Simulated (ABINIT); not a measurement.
Runs of ABINIT 10.8.3 (patched build) on Ge2Sb2Te5. It takes space group Cm (No. 8, monoclinic). The conventional cell has a = 13.678 Å, b = 6.132 Å, c = 9.672 Å, α = 90.00°, β = 134.93°, γ = 90.00°. Around Te (site symmetry m) lie 2 Ge at 2.85 to 3.19 Å and 3 Sb at 3.07 to 3.14 Å. Te (site symmetry m) is surrounded by 2 Sb at 2.95 to 3.20 Å and 3 Ge at 3.07 to 3.08 Å. Around Te (site symmetry m) lie 3 Ge at 2.82 to 3.07 Å and 2 Sb at 3.14 to 3.19 Å. Around Te (site symmetry m) lie 2 Ge at 2.95 to 3.00 Å and 2 Sb at 3.02 to 3.06 Å. Around Te (site symmetry m) lie 3 Sb at 2.98 to 3.07 Å and 2 Ge at 3.05 to 3.20 Å. Sb (site symmetry m) has 6 Te at 2.95 to 3.19 Å as nearest neighbours. Sb (site symmetry m) is surrounded by 6 Te at 2.98 to 3.20 Å. Ge (site symmetry m) is surrounded by 6 Te at 2.82 to 3.19 Å. The cell comes from a database or a generator and needn't be the stable form of this composition.

| task | level | potentials or basis | k mesh | mesh quality | gap on the mesh (eV) | pressure (GPa) | largest force (eV/Å) |
| --- | --- | --- | --- | --- | --- | --- | --- |
| band structure | LDA | JTH PAW LDA v2.0 | 3 × 3 × 2 | coarse | 0.44 | -3.4 | (a) |
| single point | PBE | JTH PAW PBE v2.0 | 5 × 5 × 4 | not flagged | 0.25 | (b) | 0.19 |
| band structure | PBEsol | JTH PAW PBE v2.0 | 3 × 3 × 2 | coarse | 0.44 | -2.3 | 0.33 |
| band structure | PBE | JTH PAW PBE v2.0 | 3 × 3 × 2 | coarse | 0.45 | 0.0 | 0.35 |

Alike in all rows: no spin polarisation; cell as given; cutoff (eV) 599; smearing fermi-dirac 0.05 eV.

**Question.** Estimate the missing entries.

**Answer.** (a) 0.32; (b) -0.2.

Caveats: some runs use coarse meshes; spin-orbit coupling is left out, which moves the levels of the heavy elements; an odd mesh through Γ misses points on the zone boundary, where band edges often lie (some runs); the PAW data sets were made with another functional, which shifts forces and pressure a little (some runs).

A k mesh can miss the band edges, and the runs leave out spin-orbit coupling on Ge, Sb, Te.

Not every run made on this cell is shown here.
